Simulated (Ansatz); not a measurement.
# C₂H₄O₂Si: a ladder of functionals and wavefunction methods

An exercise on one series of results from a longer session: the logs are not shown, and one member is left open.

The runs use Ansatz 0.2.0, Gaussian basis; functionals in def2-TZVPP, the program's frozen cores in correlated methods.

Plan: LDA (SPW92), PBE-D4, revPBE-D4, BLYP-D4, r2SCAN-D4, B97M-V, PBE0-D4, B3LYP-D4, r2SCANh-D4, r2SCAN0-D4, HSE06-D4, BHLYP-D4, CAM-B3LYP-D4, LC-ωPBE, ωB97X-V, ωB97M-V, B2PLYP, PBE-QIDH; CCSD(T)/def2-SVP; CCSD(T)/def2-TZVPP; MP2/def2-QZVPP; extrapolation to the limit; RPA on PBE.

### The geometry

All runs share one geometry, relaxed beforehand with PBE0-D4 in a triple-zeta def2 set.

SMILES `C=C1O[SiH2]O1`, 9 atoms, charge 0, spin multiplicity 1.

Atoms are counted from 1 here; the program's logs count them from 0.

Bond lengths: C1–C2 1.319 Å, C1–H6 1.079 Å, C1–H7 1.079 Å, C2–O3 1.381 Å, C2–O5 1.381 Å, O3–Si4 1.676 Å, Si4–O5 1.676 Å, Si4–H8 1.478 Å, Si4–H9 1.478 Å. Angles: C2–C1–H6 119.7°, C2–C1–H7 119.7°, H6–C1–H7 120.6°, C1–C2–O3 128.1°, C1–C2–O5 128.1°, O3–C2–O5 103.9°, C2–O3–Si4 87.6°, O3–Si4–O5 80.9°, O3–Si4–H8 115.3°, O3–Si4–H9 115.3°, O5–Si4–H8 115.3°, O5–Si4–H9 115.3°, H8–Si4–H9 111.5°, C2–O5–Si4 87.6°.

As a file:

```
C     0.5273    1.3585   -1.1296
C     0.1573    0.3831   -0.3229
O    -0.5852    0.4736    0.8382
Si   -0.4400   -1.1905    0.9783
O     0.4217   -0.9673   -0.4421
H     0.2431    2.3748   -0.9045
H     1.1113    1.1326   -2.0084
H    -1.7011   -1.9496    0.8408
H     0.3541   -1.6615    2.1329
```

Set-up of the first run:

in.yaml

```yaml
crystal:
  periodic: [false, false, false]
  atoms:
    - {symbol: C, position_ang: [0.527269, 1.358452, -1.129590]}
    - {symbol: C, position_ang: [0.157266, 0.383060, -0.322927]}
    - {symbol: O, position_ang: [-0.585192, 0.473589, 0.838160]}
    - {symbol: Si, position_ang: [-0.439968, -1.190517, 0.978332]}
    - {symbol: O, position_ang: [0.421726, -0.967276, -0.442106]}
    - {symbol: H, position_ang: [0.243083, 2.374796, -0.904505]}
    - {symbol: H, position_ang: [1.111275, 1.132600, -2.008404]}
    - {symbol: H, position_ang: [-1.701058, -1.949586, 0.840824]}
    - {symbol: H, position_ang: [0.354099, -1.661519, 2.132915]}
basis:
  gaussian: {orbitals: def2-TZVPP}
hamiltonian: {xc: lda}
output: {orbitals: {seedname: orbitals}}
```

Run with:

```
> ansatz run in.yaml --threads 2 --pin off --events-out ev --progress --plain --max-ram 4352MiB
```

Steps of the session up to this table: LDA; PBE-D4 (GGA); revPBE-D4 (GGA); BLYP-D4 (GGA); r2SCAN-D4 (meta-GGA); B97M-V (meta-GGA); PBE0-D4 (hybrid); B3LYP-D4 (hybrid); r2SCANh-D4 (hybrid); r2SCAN0-D4 (hybrid); HSE06-D4 (hybrid); BHLYP-D4 (hybrid); CAM-B3LYP-D4 (range-separated); LC-ωPBE (range-separated); ωB97X-V (range-separated); ωB97M-V (range-separated); B2PLYP (double hybrid); PBE-QIDH (double hybrid).

One of the session's tables, all rows but one given; the rest of the session is left out.

It belongs to the step «Frontier levels by functional». 

| functional | HOMO (eV) | gap (eV) |
| --- | --- | --- |
| LDA (SPW92) | -5.64 | 3.54 |
| PBE-D4 | -5.45 | 3.61 |
| revPBE-D4 | -5.38 | 3.66 |
| BLYP-D4 | -5.31 | 3.60 |
| r2SCAN-D4 | -5.66 | 4.22 |
| B97M-V | -5.71 | 4.07 |
| PBE0-D4 | -6.64 | 5.72 |
| B3LYP-D4 | -6.43 | 5.27 |
| r2SCANh-D4 | -6.11 | 4.98 |
| r2SCAN0-D4 | -6.79 | 6.11 |
| HSE06-D4 | -6.24 | 4.94 |
| BHLYP-D4 | -7.71 | 7.68 |
| CAM-B3LYP-D4 | -7.99 | 8.08 |
| LC-ωPBE | -9.36 | 10.68 |
| ωB97X-V | -8.97 | 10.14 |
| ωB97M-V | ? | ? |

Q: Estimate the row for ωB97M-V from the others.

The run gave: HOMO (eV): -8.88; gap (eV): 9.73. In the column «HOMO (eV)» it lies between ωB97X-V (-8.97) and CAM-B3LYP-D4 (-7.99).
